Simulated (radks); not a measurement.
# Ionisation of As¹⁹⁺: one atom, several choices of functional

Aim: the ionisation energy of As¹⁹⁺ ([Ne] 3s2 3p2) to As²⁰⁺ ([Ne] 3s2 3p1) for each choice of functional, and which comes nearest the tabulated value.

The numbers are computed with radks (a radial shooting solver on a logarithmic mesh, Libxc functionals) version 1 (scalar-relativistic Kohn-Sham, spin-polarised, spherical densities, finite nucleus; open shells are filled with parallel spins first), except any that are marked as measured or tabulated.

2 further runs of the same task are left out: 1 that didn't finish, 1 set aside as unsound or not needed.

## 1. The atom as given

```
element       : arsenic (Z = 33)
charge        : +19
electrons     : 14
configuration : [Ne] 3s2 3p2
ion           : As²⁰⁺, [Ne] 3s2 3p1
choices       : SOGGA; HCTH/407; AM05; BP86; exchange-only B88; LDA (Slater exchange, Perdew-Wang correlation); PW91
```

The outer shells:

As¹⁹⁺
```
[Ne] core
3s [↑↓]
3p [↑ ][↑ ][  ]
```

As²⁰⁺
```
[Ne] core
3s [↑↓]
3p [↑ ][  ][  ]
```

## 2. SOGGA: As¹⁹⁺

Input:

```text
Z 33
configuration [Ne] 3s2 3p2
relativity scalar-relativistic
functional sogga,pbe
spin polarised
nucleus finite rms 4.0968 fm
c 137.035999084
```

Launch:

```console
python run_ks.py task.json out
```

The same process makes all the runs of this session.

## 3. SOGGA: As²⁰⁺

Changes since step 2:

```diff
@@ -1,3 +1,3 @@
 Z 33
-configuration [Ne] 3s2 3p2
+configuration [Ne] 3s2 3p1
 relativity scalar-relativistic
```

## 4. HCTH/407: As¹⁹⁺

Input:

```text
Z 33
configuration [Ne] 3s2 3p2
relativity scalar-relativistic
functional hcth_407
spin polarised
nucleus finite rms 4.0968 fm
c 137.035999084
```

## 5. HCTH/407: As²⁰⁺

Changes since step 4:

```diff
@@ -1,3 +1,3 @@
 Z 33
-configuration [Ne] 3s2 3p2
+configuration [Ne] 3s2 3p1
 relativity scalar-relativistic
```

## 6. AM05: As¹⁹⁺

Input:

```text
Z 33
configuration [Ne] 3s2 3p2
relativity scalar-relativistic
functional am05,am05
spin polarised
nucleus finite rms 4.0968 fm
c 137.035999084
```

## 7. AM05: As²⁰⁺

Changes since step 6:

```diff
@@ -1,3 +1,3 @@
 Z 33
-configuration [Ne] 3s2 3p2
+configuration [Ne] 3s2 3p1
 relativity scalar-relativistic
```

## 8. BP86: As¹⁹⁺

Input:

```text
Z 33
configuration [Ne] 3s2 3p2
relativity scalar-relativistic
functional b88,p86
spin polarised
nucleus finite rms 4.0968 fm
c 137.035999084
```

## 9. BP86: As²⁰⁺

Changes since step 8:

```diff
@@ -1,3 +1,3 @@
 Z 33
-configuration [Ne] 3s2 3p2
+configuration [Ne] 3s2 3p1
 relativity scalar-relativistic
```

## 10. exchange-only B88: As¹⁹⁺

Input:

```text
Z 33
configuration [Ne] 3s2 3p2
relativity scalar-relativistic
functional b88,
spin polarised
nucleus finite rms 4.0968 fm
c 137.035999084
```

## 11. exchange-only B88: As²⁰⁺

Changes since step 10:

```diff
@@ -1,3 +1,3 @@
 Z 33
-configuration [Ne] 3s2 3p2
+configuration [Ne] 3s2 3p1
 relativity scalar-relativistic
```

## 12. LDA (Slater exchange, Perdew-Wang correlation): As¹⁹⁺

Input:

```text
Z 33
configuration [Ne] 3s2 3p2
relativity scalar-relativistic
functional lda,pw
spin polarised
nucleus finite rms 4.0968 fm
c 137.035999084
```

## 13. LDA (Slater exchange, Perdew-Wang correlation): As²⁰⁺

Changes since step 12:

```diff
@@ -1,3 +1,3 @@
 Z 33
-configuration [Ne] 3s2 3p2
+configuration [Ne] 3s2 3p1
 relativity scalar-relativistic
```

## 14. PW91: As¹⁹⁺

Input:

```text
Z 33
configuration [Ne] 3s2 3p2
relativity scalar-relativistic
functional pw91,pw91
spin polarised
nucleus finite rms 4.0968 fm
c 137.035999084
```

## 15. PW91: As²⁰⁺

Changes since step 14:

```diff
@@ -1,3 +1,3 @@
 Z 33
-configuration [Ne] 3s2 3p2
+configuration [Ne] 3s2 3p1
 relativity scalar-relativistic
```

**Question.** What will these runs give? Wanted: for each run, functional; E(As¹⁹⁺); Δ-SCF; −ε(HOMO); <r> HOMO; error.

**Answer**, as computed:

```
                                    functional  E(As¹⁹⁺) (hartree)  Δ-SCF (eV)  −ε(HOMO) (eV)  <r> HOMO (bohr)  error (eV)  time, both runs
                                         SOGGA         -2053.53257      771.03         749.21           0.4977       -2.97           0.28 s
                                      HCTH/407         -2055.65500      774.03         752.43           0.4964       +0.03           0.42 s
                                          AM05         -2052.37994      771.12         749.24           0.4975       -2.88           0.28 s
                                          BP86         -2055.73028      771.63         749.79           0.4974       -2.37           0.31 s
                             exchange-only B88         -2054.95981      770.49         748.65           0.4976       -3.51           0.28 s
LDA (Slater exchange, Perdew-Wang correlation)         -2051.98467      771.26         749.29           0.4974       -2.74           0.25 s
                                          PW91         -2055.55964      771.78         749.94           0.4975       -2.22           0.34 s
```

The NIST Atomic Spectra Database lists 774 +/- 1.8 eV (semi-empirical). The smallest miss is that of HCTH/407 (+0.03 eV), the largest that of exchange-only B88 (-3.51 eV). The ionisation energies span 3.54 eV, the total energies of As¹⁹⁺ 102 eV: most of the change in the total cancels in the difference. Open shells are spherical and high-spin; term and fine-structure splittings are not resolved.
